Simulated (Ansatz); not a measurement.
Ta3AsAu2O13:

```
Ta As Au O
1.0
     5.24237    3.02668    4.14273
    -5.24237    3.02668    4.14273
     0.00000   -6.05337    4.14273
Ta As Au O
3 1 2 13
Direct
  0.23108 0.57229 0.23108
  0.23108 0.23108 0.57229
  0.57229 0.23108 0.23108
  0.55878 0.55878 0.55878
  0.96559 0.96559 0.96559
  0.75105 0.75105 0.75105
  0.40884 0.66762 0.40884
  0.40884 0.40884 0.66762
  0.66762 0.40884 0.40884
  0.49726 0.01313 0.36024
  0.36024 0.49726 0.01313
  0.01313 0.36024 0.49726
  0.36024 0.01313 0.49726
  0.01313 0.49726 0.36024
  0.49726 0.36024 0.01313
  0.10963 0.74806 0.10963
  0.10963 0.10963 0.74806
  0.74806 0.10963 0.10963
  0.30840 0.30840 0.30840
```

The cell was built by a generator and needn't be a form met in nature.

- Program: Ansatz 0.2.0
- Task: relaxation of cell and atoms
- Functional: r2SCAN
- Potentials or basis: Ansatz PAW soft_1
- Cutoff: 500 eV (not typed: the program's choice for these potentials)
- k mesh: 3 × 3 × 3
- Occupations: fermi-dirac, width 0.05 eV
- Spin: no spin polarisation

At the start: volume 20.76 Å³/atom.

Q: How do energy, volume and symmetry change on relaxing?

A: It ends after 7 steps and the volume is 19.87 Å³/atom (-4.3 %); space group R3m (No. 160, to 0.05 Å).

Step by step:
| step | energy change (eV) | largest force (eV/Å) | volume (Å³) |
| --- | --- | --- | --- |
| 1 | 0.0000 | 0.5560 | 394.40 |
| 2 | -0.1173 | 0.3964 | 379.47 |
| 3 | -0.1371 | 0.1120 | 378.70 |
| 4 | -0.1404 | 0.0352 | 377.90 |
| 5 | -0.1412 | 0.0134 | 377.56 |
| 6 | -0.1412 | 0.0087 | 377.55 |
| 7 | -0.1346 | 0.0088 | 377.55 |

Final structure:
```cif
data_structure
_symmetry_space_group_name_H-M 'P 1'
_symmetry_Int_Tables_number 1
_cell_length_a 7.2326
_cell_length_b 7.2326
_cell_length_c 7.2326
_cell_angle_alpha 92.117
_cell_angle_beta 92.117
_cell_angle_gamma 92.117
_cell_volume 377.55
loop_
_atom_site_label
_atom_site_type_symbol
_atom_site_fract_x
_atom_site_fract_y
_atom_site_fract_z
_atom_site_occupancy
Ta1 Ta 0.22935 0.57052 0.22935 1
Ta2 Ta 0.22935 0.22935 0.57052 1
Ta3 Ta 0.57052 0.22935 0.22935 1
As1 As 0.56148 0.56148 0.56148 1
Au1 Au 0.97285 0.97285 0.97285 1
Au2 Au 0.75577 0.75577 0.75577 1
O1 O 0.41093 0.66624 0.41093 1
O2 O 0.41093 0.41093 0.66624 1
O3 O 0.66624 0.41093 0.41093 1
O4 O 0.49560 0.01083 0.35917 1
O5 O 0.35917 0.49560 0.01083 1
O6 O 0.01083 0.35917 0.49560 1
O7 O 0.35917 0.01083 0.49560 1
O8 O 0.01083 0.49560 0.35917 1
O9 O 0.49560 0.35917 0.01083 1
O10 O 0.11028 0.74895 0.11028 1
O11 O 0.11028 0.11028 0.74895 1
O12 O 0.74895 0.11028 0.11028 1
O13 O 0.30402 0.30402 0.30402 1
```

Caveat: the plane-wave basis is chosen anew once the cell has moved, so the energies of steps on either side of that aren't comparable; the PAW data sets come from PBE, with cores solved anew for the run's functional, which leaves a small shift of forces and pressure.
